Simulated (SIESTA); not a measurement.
# TiPd2 under changes of volume

One of the cells (15.531 Å³/atom); the others are scaled copies at fixed shape and fractional positions:

```xyz
3
Lattice="-1.5565 1.7188 4.3542 1.5565 -1.7188 4.3542 1.5565 1.7188 -4.3542" Properties=species:S:1:pos:R:3 pbc="T T T"
Pd    0.0000    0.0000    2.9813
Pd    0.0000    0.0000    5.7271
Ti    0.0000    0.0000    0.0000
```

The cell comes from a database or a generator and needn't be the stable form of this composition.

| Property | Result |
| --- | --- |
| Program | SIESTA 5.4.2 |
| Functional | PBEsol |
| Potentials or basis | PseudoDojo 0.4 standard (PBEsol files) |
| Basis | DZP (energy shift 0.003 Ry; two zetas on semicore shells) |
| Grid cutoff | 800 Ry |
| Energy shift | 0.003 Ry |
| k mesh | 11 × 11 × 11 |
| Occupations | fermi-dirac, width 0.05 eV |
| Spin | no spin polarisation |

| volume (Å³/atom) | energy over the lowest point (meV/atom) | pressure (GPa) | largest force (eV/Å) |
| --- | --- | --- | --- |
| 14.313 | 14.43 | 8.3 | 0.344 |
| 14.618 | 3.15 | 3.8 | 0.277 |
| 14.922 | 0.00 | -0.1 | 0.210 |
| 15.531 | ? | ? | ? |
| 15.836 | 30.22 | -9.7 | 0.035 |
| 16.140 | 51.09 | -12.2 | 0.016 |

Problem. What does the run at 15.531 Å³/atom give?

Solution. Energy over the lowest point 14.10 meV/atom; pressure -7.0 GPa; largest force 0.090 eV/Å.

Worked out: A Birch-Murnaghan fit of order 3 (a polynomial in V^(-2/3)) to the other rows has its minimum at 14.90 Å³/atom with B0 = V·E''(V) = 186 GPa and B' = 4.9 at fixed shape and positions, which overstates the stiffness. It gives 14.27 meV/atom at 15.531 Å³/atom, against the run's 14.10, and -dE/dV = -7.0 GPa, against -7.0.

Energies are extrapolated to zero smearing.

Caveats: the basis of atomic orbitals isn't converged, which shifts pressures, moduli and gaps.
